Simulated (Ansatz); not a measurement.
# Ru: the cost of one run

Computed with Ansatz 0.2.0 (DFT r2SCAN, scalar-relativistic, plane waves, PAW, unless a step's input says otherwise).

3 further runs of the same task are left out: 2 that didn't finish, 1 set aside as unsound or not needed.

## Step 1: The starting structure

Symmetry: P6_3/mmc, No. 194, hexagonal system. The conventional cell has a = 2.702 Å, b = 2.702 Å, c = 4.266 Å, α = 90.00°, β = 90.00°, γ = 120.00°. Around Ru (site symmetry -6m2) lie 12 Ru at 2.64 to 2.70 Å.

Structure file:

```
Ru
1.0
     2.70235    0.00000    0.00000
    -1.35117    2.34030    0.00000
     0.00000    0.00000    4.26597
Ru
2
Direct
  0.33333 0.66667 0.25000
  0.66667 0.33333 0.75000
```

This cell was relaxed beforehand with the same method: volume 13.49 Å³/atom, gap on the mesh none (metal).

## Step 2: The undisturbed cell

input.yaml

```yaml
crystal:
  lattice:
    - [2.7023482492, 0.0, 0.0]
    - [-1.3511741246, 2.3403022337, 0.0]
    - [0.0, 0.0, 4.2659655209]
  atoms:
    - { symbol: Ru, position: [0.3333333333, 0.6666666667, 0.25] }
    - { symbol: Ru, position: [0.6666666667, 0.3333333333, 0.75] }
basis:
  ecutwfc: 500
kpoints:
  mp_grid: { grid: [24, 24, 14] }
hamiltonian:
  xc: r2scan
scf:
  occupations: { method: gaussian, width: 0.15 }
output:
  forces: true
  stress: true
  eigenvalues: true
  write_density: true
  write_potential: true
  elf: true
  volumetric_format: npy
```

Run with:

```
$ ansatz run input.yaml --threads 1 --pin off --max-ram 2560MiB --backend cpu --events-out ev --progress --plain --runs-dir out
```

Q: Estimate wall time and peak memory on 1 thread of Arm Neoverse V2, shared host.

About 29 s, with a peak of 0.54 GiB.
